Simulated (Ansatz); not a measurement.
# F3HHfO: the cost of one run

Program: Ansatz 0.2.0, Gaussian basis. Level of theory: PBE0-D4/def2-TZVP structures, single points in def2-TZVPP, no counterpoise correction. These are calculated values, not measurements.

Levels: SPW92, PBE-D4, BLYP-D4, r2SCAN-D4, B97M-V, PBE0-D4, B3LYP-D4, r2SCAN0-D4, BHLYP-D4, CAM-B3LYP-D4, wB97X-V, wB97M-V, B2PLYP, PBE-QIDH, RPA on PBE, Hartree-Fock, MP2, CCSD, CCSD(T).

Correlated methods freeze the cores. Core potentials replace the inner electrons past krypton, and spin-orbit coupling is left out. B3LYP uses VWN-RPA correlation. B2PLYP carries no dispersion term here.

88 further runs of the same task are left out: 88 set aside as unsound or not needed.

## 1. Where the work starts

The complex: 8 atoms, charge 0, spin multiplicity 1.

Atoms are counted from 1 here; the program's logs count them from 0.

Bond lengths: Hf1–F2 2.382 Å, Hf1–F3 1.903 Å, Hf1–F4 1.903 Å, Hf1–F5 1.898 Å, Hf1–H6 2.422 Å, Hf1–O7 2.009 Å, F2–H6 0.974 Å, O7–H8 0.956 Å. Angles: F2–Hf1–F3 85.9°, F2–Hf1–F4 86.0°, F2–Hf1–F5 162.6°, F2–Hf1–H6 23.4°, F2–Hf1–O7 63.3°, F3–Hf1–F4 114.3°, F3–Hf1–F5 103.2°, F3–Hf1–H6 98.5°, F3–Hf1–O7 116.7°, F4–Hf1–F5 103.2°, F4–Hf1–H6 98.6°, F4–Hf1–O7 116.6°, F5–Hf1–H6 139.2°, F5–Hf1–O7 99.3°, H6–Hf1–O7 40.0°, Hf1–F2–H6 80.6°, Hf1–H6–F2 76.0°, Hf1–O7–H8 137.2°.

As a file:

```
Hf   -0.38595    0.05960   -0.65338
F     0.86548   -1.56757    0.55520
F     0.84563   -0.24412   -2.07136
F    -1.82173   -1.18656   -0.58176
F    -1.24074    1.67644   -1.16217
H     0.94325   -0.81713    1.17098
O     0.38888    0.64247    1.10577
H     0.40528    1.43687    1.63652
```

Its parts: F3HHfO holds atoms 1, 3, 4, 5, 7, 8; HF holds atoms 2, 6. Each part counts its atoms afresh in its own runs.

## 2. Relaxing F3HHfO alone

relax-a/in.yaml

```yaml
crystal:
  periodic: [false, false, false]
  atoms:
    - {symbol: Hf, position_ang: [-0.385946, 0.059602, -0.653383]}
    - {symbol: F, position_ang: [0.845626, -0.244121, -2.071358]}
    - {symbol: F, position_ang: [-1.821729, -1.186559, -0.581764]}
    - {symbol: F, position_ang: [-1.240741, 1.676445, -1.162167]}
    - {symbol: O, position_ang: [0.388876, 0.642466, 1.105768]}
    - {symbol: H, position_ang: [0.405279, 1.436874, 1.636521]}
basis:
  gaussian: {orbitals: def2-TZVP}
hamiltonian: {xc: pbe0, dispersion: d4}
relax: {f_tol: 0.005, max_steps: 200}
```

Run with:

```sh
> ansatz run in.yaml --threads 8 --pin off --events-out ev --progress --plain --max-ram 19148MiB
```

Q: Estimate wall time and peak memory on 8 threads of Intel Xeon at 2.50GHz, shared host.

About 49 s, with a peak of 0.5 GiB.
